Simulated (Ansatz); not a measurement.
**CO on Cu (Copper) (111)**

An exercise on one series of results from a longer session: the logs are not shown, and one member is left open.

Computed with Ansatz 0.2.0 (DFT PBE, scalar-relativistic, plane waves, PAW, unless a step's input says otherwise).

## Starting point

The structure is cubic, space group Fm-3m (No. 225). Conventional cell: a = 3.630 Å, b = 3.630 Å, c = 3.630 Å, α = 90.00°, β = 90.00°, γ = 90.00°. Cu (site symmetry m-3m) has 12 Cu at 2.57 Å as nearest neighbours.

As a file:

```xyz
1
Lattice="0.0000 1.8149 1.8149 1.8149 0.0000 1.8149 1.8149 1.8149 0.0000" Properties=species:S:1:pos:R:3 pbc="T T T"
Cu    0.0000    0.0000    0.0000
```

This cell was relaxed beforehand with the same method: volume 11.96 Å³/atom, gap on the mesh none (metal).

A (111) slab, 6.3 Å thick as cut, with 17 Å of vacuum; its outer planes are Cu (top) and Cu (bottom).

The slab as cut. Its planes from the bottom up:

```
plane  atoms per cell  height over the lowest (Å)
    1             Cu3                        0.00
    2             Cu3                        2.10
    3             Cu3                        4.19
    4             Cu3                        6.29
```

Set-up of the first run:

Planes are indexed in the bulk's conventional cell (Fm-3m (No. 225)), a = 3.630 Å, b = 3.630 Å, c = 3.630 Å, α = 90.00°, β = 90.00°, γ = 90.00°.

The input, input.yaml:

```yaml
crystal:
  lattice:
    - [4.4455155601, 0.0, 0.0]
    - [-2.2227577801, 3.849929408, 0.0]
    - [0.0, 0.0, 23.2869083969]
  atoms:
    - { symbol: Cu, position: [0.0, 0.3333333333, 0.3650119567] }
    - { symbol: Cu, position: [0.3333333333, 0.0, 0.3650119567] }
    - { symbol: Cu, position: [0.6666666667, 0.6666666667, 0.3650119567] }
    - { symbol: Cu, position: [0.3333333333, 0.3333333333, 0.4550039856] }
    - { symbol: Cu, position: [0.6666666667, 0.0, 0.4550039856] }
    - { symbol: Cu, position: [0.0, 0.6666666667, 0.4550039856] }
    - { symbol: Cu, position: [0.6666666667, 0.3333333333, 0.5449960144] }
    - { symbol: Cu, position: [0.0, 0.0, 0.5449960144] }
    - { symbol: Cu, position: [0.3333333333, 0.6666666667, 0.5449960144] }
    - { symbol: Cu, position: [0.0, 0.3333333333, 0.6349880433] }
    - { symbol: Cu, position: [0.3333333333, 0.0, 0.6349880433] }
    - { symbol: Cu, position: [0.6666666667, 0.6666666667, 0.6349880433] }
basis:
  ecutwfc: 420
kpoints:
  mp_grid: { grid: [9, 9, 1] }
hamiltonian:
  xc: pbe
scf:
  occupations: { method: gaussian, width: 0.1 }
output:
  forces: true
  eigenvalues: true
relax:
  adjacent_minimum: "off"
  f_tol: 0.03
  max_steps: 70
  constraints: [{ sites: [0, 1, 2, 3, 4, 5] }]
efield:
  axis: 3
  dipole_correction: true
```

The run is started by

```console
$ ansatz run input.yaml --threads 4 --pin off --max-ram 10240MiB --backend cpu --events-out ev --progress --plain --runs-dir out
```

Steps of the session up to this table: The clean surface, relaxed; CO at the top (Cu) site; CO put at a hollow (nearest Cu) site; CO at the bridge (Cu-Cu) site; CO put at a hollow over Cu site.

One of the session's tables, all rows but one given; the rest of the session is left out.

It belongs to the step «CO: energies by site». 

| start | Δφ, top (eV) | Δ dipole (e·Å) |
| --- | --- | --- |
| top (Cu) at (0.33, 0.00) | +0.05 | +0.003 |
| hollow (nearest Cu) at (0.00, 0.67) | ? | ? |
| bridge (Cu-Cu) at (0.00, 0.83) | +0.85 | -0.071 |
| hollow over Cu at (0.67, 0.33) | +0.85 | -0.071 |

**Question.** Estimate the row for hollow (nearest Cu) at (0.00, 0.67).

As computed: Δφ, top (eV): +0.88; Δ dipole (e·Å): -0.074. In the column «Δφ, top (eV)» it is the highest.

To keep in mind: A start on a symmetric site keeps its symmetry, so an end may be a saddle point and not a minimum. Spin polarisation is off in the runs that give these values; a magnetic solution could lie lower. Warnings in the runs' records: xc potential rough in thin density.
